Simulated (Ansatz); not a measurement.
Run this with Ansatz 0.2.0 through its Python package and show what comes out.

Script `run_mass.py`:
```python
# -*- coding: utf-8 -*-
import warnings

import ansatz as az
import numpy as np
from pymatgen.core import Lattice, Structure
from pymatgen.io.ase import AseAtomsAdaptor

KMESH = (6, 6, 6)
FILLING = "fixed"

warnings.simplefilter("ignore", az.DeckWarning)

pmg_structure = Structure(
    Lattice([(-2.37405, 2.37405, 3.744), (2.37405, -2.37405, 3.744), (2.37405, 2.37405, -3.744)]),
    ["Si", "Si", "O", "O", "O", "O"],
    [
        (0.0, 0.0, 0.0),
        (0.75, 0.25, 0.5),
        (0.99838, 0.625, 0.87338),
        (0.375, 0.24838, 0.37338),
        (0.75162, 0.125, 0.12662),
        (0.875, 0.00162, 0.62662),
    ],
)
sio2 = az.Crystal.from_ase(AseAtomsAdaptor.get_atoms(pmg_structure))

setup = (
    sio2.calculation()
    .functional(az.Functional.R2SCAN)
    .pseudopotentials("paw")
    .kpoints(*KMESH)
    .occupations(FILLING)
)
out = setup.band_table().run(threads=1, pin="off")
report = out.report
levels = np.array(report["eigenvalues_ev"])
filled = round(report["n_electrons"] / 2)
edges = {"top filled band": (filled - 1, levels[:, filled - 1].argmax()), "lowest empty band": (filled, levels[:, filled].argmin())}
gap = levels[:, filled].min() - levels[:, filled - 1].max()
print(f"gap on the mesh {gap:.3f} eV")
if gap <= 0.05:
    print("no gap: band-edge masses have no meaning here")
    edges = {}
reciprocal = 2 * np.pi * np.linalg.inv(out.lattice.cell_ang).T
step = 0.006  # 1/A

pairs = [(0, 1), (0, 2), (1, 2)]
moves = [sign * axis for axis in np.eye(3) for sign in (-1, 1)]
moves += [s1 * np.eye(3)[i] + s2 * np.eye(3)[j] for i, j in pairs for s1 in (1, -1) for s2 in (1, -1)]
for name, (band, index) in edges.items():
    together = int(np.sum(np.abs(levels[index] - levels[index, band]) < 2e-3))
    print(name, "at k =", np.round(report["kpoints_frac"][index], 4), f"E = {levels[index, band]:.4f} eV, degeneracy {together}")
    centre = np.array(report["kpoints_frac"][index]) @ reciprocal
    points = [centre] + [centre + step * move for move in moves]
    table = setup.band_structure(points, intervals=1, cartesian=True).run(threads=1, pin="off").band_structure().channels[0].eigenvalues_ev
    if together > 1:
        level = np.flatnonzero(np.abs(levels[index] - levels[index, band]) < 2e-3)
        along = (table[1, level] + table[2, level] - 2 * table[0, level]) / step ** 2
        print("  degenerate level, no single mass tensor; masses of its branches along x:", np.round(7.61996 / along, 3), "m_e")
        continue
    e = table[:, band]
    hessian = np.diag((e[1:7:2] + e[2:7:2] - 2 * e[0]) / step ** 2)
    for (i, j), (pp, pm, mp, mm) in zip(pairs, e[7:].reshape(3, 4)):
        hessian[i, j] = hessian[j, i] = (pp - pm - mp + mm) / (4 * step ** 2)
    curvatures, axes = np.linalg.eigh(hessian)
    slope = (e[2:7:2] - e[1:7:2]) / (2 * step)
    print("  slope (eV A):", np.round(slope, 3) + 0.0, "" if np.abs(slope).max() < 0.05 else "- no extremum here, so these are local curvatures and no band-edge masses")
    for curvature, axis in zip(curvatures, axes.T):
        print(f"  principal mass {7.61996 / curvature:8.3f} m_e along", np.round(axis, 2) + 0.0)
```

`python run_mass.py` gives:
```text
gap on the mesh 6.696 eV
top filled band at k = [0. 0. 0.] E = 0.7061 eV, degeneracy 2
  degenerate level, no single mass tensor; masses of its branches along x: [-6.504 -6.909] m_e
lowest empty band at k = [0. 0. 0.] E = 7.4018 eV, degeneracy 1
  slope (eV A): [0. 0. 0.]
  principal mass    0.528 m_e along [-0.26  0.97  0.  ]
  principal mass    0.528 m_e along [0.97 0.26 0.  ]
  principal mass    0.503 m_e along [0. 0. 1.]
```

What to keep in mind:
- Semilocal gaps usually lie well under measured ones.
- The starting cell is as deposited in a crystallographic database; the results hold for this polymorph, which needn't be the stable one.
- Gaps and levels are Kohn-Sham values on a finite set of k-points.
- The masses are finite-difference curvatures at extrema found on a coarse mesh, which needn't be the true band edges; a step that is long against the gap makes them too heavy. Negative values are curvatures of valence bands (the hole mass is their size). Spin-orbit coupling is left out, and light masses scale with the Kohn-Sham gap.
- Run time: 39 s on 1 thread of Intel(R) Xeon(R) Processor @ 2.30GHz (shared host), peak memory 0.77 GiB.
